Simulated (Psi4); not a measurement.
**BBr2Cl (SMILES ClB(Br)Br): TPSSh/6-31G(d) (spherical functions)**

What is the vertical singlet–triplet gap of BBr2Cl at TPSSh/6-31G* (spherical functions)? 

Program for the calculation: Psi4 1.11.

1 further run of the same task is left out (set aside as unsound or not needed).

**1. The structure to begin with**

The species is BBr2Cl (4 atoms), meant as a singlet with charge 0. SMILES: `ClB(Br)Br`. Geometry: relaxed at PBE0-D4/def2-TZVP.

Bond lengths: Cl1–B2 1.732 Å, B2–Br3 1.899 Å, B2–Br4 1.899 Å. Angles: Cl1–B2–Br3 120.0°, Cl1–B2–Br4 120.0°, Br3–B2–Br4 119.9°.

**2. Energy and gradient at TPSSh/6-31G(d) (spherical functions)**

calc.inp reads:

```
memory 2.2 GB

molecule {
  Cl    -0.38418132    -3.10848609     1.19723599
  B     -0.00910848    -0.07377491     0.02840258
  Br     2.42544458     2.12354194     1.48466333
  Br    -2.03213589     1.05875686    -2.71033969
  units bohr
  symmetry c1
}

set {
  basis                6-31G*
  reference            rks
  puream               true
  e_convergence        1e-09
  d_convergence        1e-08
  scf_type             pk
  dft_radial_points    99
  dft_spherical_points 590
}

e_tot, wfn = gradient('tpssh', return_wfn=True)
print_variables()
```

Launch:

```bash
$ psi4 -n 1 calc.inp calc.out
```

calc.out:

```text
[...]
  Running in c1 symmetry.
[...]
  Nuclear repulsion =  520.816737401890350
[...]
  Multiplicity = 1
[...]
  Nalpha       = 46
  Nbeta        = 46
[...]
    Number of basis functions: 96
[...]
   @RKS iter   1: -5632.10012190268935   -2.17422e+00   2.15912e-02 ADIIS/DIIS
[...]
   @RKS iter  11: -5632.68221503997120   -2.72848e-12   3.41101e-09 DIIS
[...]
    Orbital Energies [Eh]
    ---------------------
    Doubly Occupied:
       1A   -482.538083     2A   -482.538074     3A   -101.397192
       4A    -62.299505     5A    -62.299488     6A    -56.088503
       7A    -56.088502     8A    -56.086385     9A    -56.086384
      10A    -56.085536    11A    -56.085535    12A     -9.404765
      13A     -8.651254    14A     -8.651249    15A     -7.151598
      16A     -7.145854    17A     -7.143546    18A     -6.842080
      19A     -6.470787    20A     -6.470786    21A     -6.462927
      22A     -6.462924    23A     -6.460216    24A     -6.460215
      25A     -2.575007    26A     -2.575002    27A     -2.573136
      28A     -2.573104    29A     -2.571134    30A     -2.571089
      31A     -2.564934    32A     -2.564933    33A     -2.564797
      34A     -2.564794    35A     -0.856964    36A     -0.794161
[...]
  @RKS Final Energy: -5632.68221503997120
   => Energetics <=
    Nuclear Repulsion Energy =            520.8167374018903502
    One-Electron Energy =               -8870.1187492069911968
    Two-Electron Energy =                2910.3873015653407492
    DFT Exchange-Correlation Energy =    -193.7675048002115261
    Empirical Dispersion Energy =           0.0000000000000000
    VV10 Nonlocal Energy =                  0.0000000000000000
    Total Energy =                      -5632.6822150399711973
[...]
 Multipole Moments:
 ------------------------------------------------------------------------------------
     Multipole            Electronic (a.u.)      Nuclear  (a.u.)        Total (a.u.)
 ------------------------------------------------------------------------------------
 L = 1.  Multiply by 2.5417464519 to convert [e a0] to [Debye]
 Dipole X            :          0.7137862           -0.7122285            0.0015577
 Dipole Y            :          5.7753337           -5.7627582            0.0125755
 Dipole Z            :         -2.2243801            2.2195378           -0.0048423
 Magnitude           :                                                    0.0135653
[...]
  -Total Gradient:
     Atom            X                  Y                   Z
    ------   -----------------  -----------------  -----------------
       1        0.000816679944     0.006608297657    -0.002544898215
       2       -0.000139473027    -0.001135477129     0.000437239628
       3       -0.003835154043    -0.003576398870    -0.002234291626
       4        0.003156801627    -0.001905693809     0.004345521896
[...]
```

Wall time 73 s (1 thread of Intel Xeon at 2.50GHz (Skylake/Cascade Lake), shared host); peak memory 0.87 GiB.

**3. The triplet: the energy at UTPSSh/6-31G(d) (spherical functions)**

bbr2cl.xyz reads:

```xyz
4
BBr2Cl
Cl    -0.203300    -1.644940     0.633550
B     -0.004820    -0.039040     0.015030
Br     1.283490     1.123730     0.785650
Br    -1.075360     0.560270    -1.434250
```

run_ase.py reads:

```python
import numpy as np
from ase.calculators.psi4 import Psi4
from ase.io import read

a = read('bbr2cl.xyz')
calc = Psi4(atoms=a, method='tpssh', basis='6-31G*', memory='2200MB', num_threads=1, charge=0, multiplicity=3, label='bbr2cl', reference='uks')
calc.psi4.set_options({'puream': True, 'e_convergence': 1e-09, 'd_convergence': 1e-08, 'scf_type': 'pk', 'dft_radial_points': 99, 'dft_spherical_points': 590, 'maxiter': 100})
a.calc = calc

print(f'energy: {a.get_potential_energy():.6f} eV')
```

Launch:

```bash
$ python run_ase.py
```

bbr2cl.dat:

```text
[...]
  Running in c1 symmetry.
[...]
  Nuclear repulsion =  520.816737110010990
[...]
  Multiplicity = 3
[...]
  Nalpha       = 47
  Nbeta        = 45
[...]
    Number of basis functions: 96
[...]
   @UKS iter   1: -5631.94602959809617   -2.02013e+00   2.13318e-02 ADIIS/DIIS
[...]
   @UKS iter  14: -5632.51130390280832   -2.72848e-12   6.15720e-09 DIIS
[...]
   @S^2 Observed:                2.006335226E+00
[...]
    Orbital Energies [Eh]
    ---------------------
    Alpha Occupied:
       1A   -482.562041     2A   -482.562032     3A   -101.394545
       4A    -62.322193     5A    -62.322177     6A    -56.111362
       7A    -56.111362     8A    -56.110257     9A    -56.110256
      10A    -56.108011    11A    -56.108010    12A     -9.399866
      13A     -8.674058    14A     -8.674054    15A     -7.145045
      16A     -7.144443    17A     -7.138782    18A     -6.755814
      19A     -6.491411    20A     -6.491409    21A     -6.489874
      22A     -6.489872    23A     -6.481375    24A     -6.481372
      25A     -2.597604    26A     -2.597589    27A     -2.597394
      28A     -2.597343    29A     -2.590712    30A     -2.590707
      31A     -2.589884    32A     -2.589857    33A     -2.587978
      34A     -2.587969    35A     -0.849664    36A     -0.805372
[...]
  @UKS Final Energy: -5632.51130390280832
   => Energetics <=
    Nuclear Repulsion Energy =            520.8167371100109904
    One-Electron Energy =               -8868.9910681798646692
    Two-Electron Energy =                2909.4191975838657527
    DFT Exchange-Correlation Energy =    -193.7561704168214192
    Empirical Dispersion Energy =           0.0000000000000000
    VV10 Nonlocal Energy =                  0.0000000000000000
    Total Energy =                      -5632.5113039028083222
[...]
 Multipole Moments:
 ------------------------------------------------------------------------------------
     Multipole            Electronic (a.u.)      Nuclear  (a.u.)        Total (a.u.)
 ------------------------------------------------------------------------------------
 L = 1.  Multiply by 2.5417464519 to convert [e a0] to [Debye]
 Dipole X            :          0.7507054           -0.7122285            0.0384769
 Dipole Y            :          6.0741003           -5.7627582            0.3113421
 Dipole Z            :         -2.3394467            2.2195378           -0.1199089
 Magnitude           :                                                    0.3358460
[...]
```

On the terminal:

```text
energy: -153268.439377 eV
```

It took 80 s on 1 thread of Intel Xeon at 2.50GHz (Skylake/Cascade Lake), shared host; peak memory 0.92 GiB.

**4. Outcome**

At TPSSh/6-31G* (spherical functions):

```
                                        quantity           value
                           singlet: total energy  -5632.68222 Eh
                          singlet: dipole moment          0.03 D
                            singlet: HOMO energy        -7.76 eV
                            singlet: LUMO energy        -2.38 eV
                          singlet: HOMO–LUMO gap         5.38 eV
               singlet: largest force on an atom      0.367 eV/Å
                           triplet: total energy  -5632.51130 Eh
                          triplet: dipole moment          0.85 D
     triplet: HOMO energy (highest over α and β)        -3.20 eV
                                   triplet: ⟨S²⟩           2.006
vertical energy of the triplet above the singlet        4.651 eV
```

**Reading.** At this shape the triplet lies 4.65 eV (107 kcal/mol) above the singlet. The largest force (singlet) is 0.37 eV/Å: the shape isn't a stationary point for this species at this level.
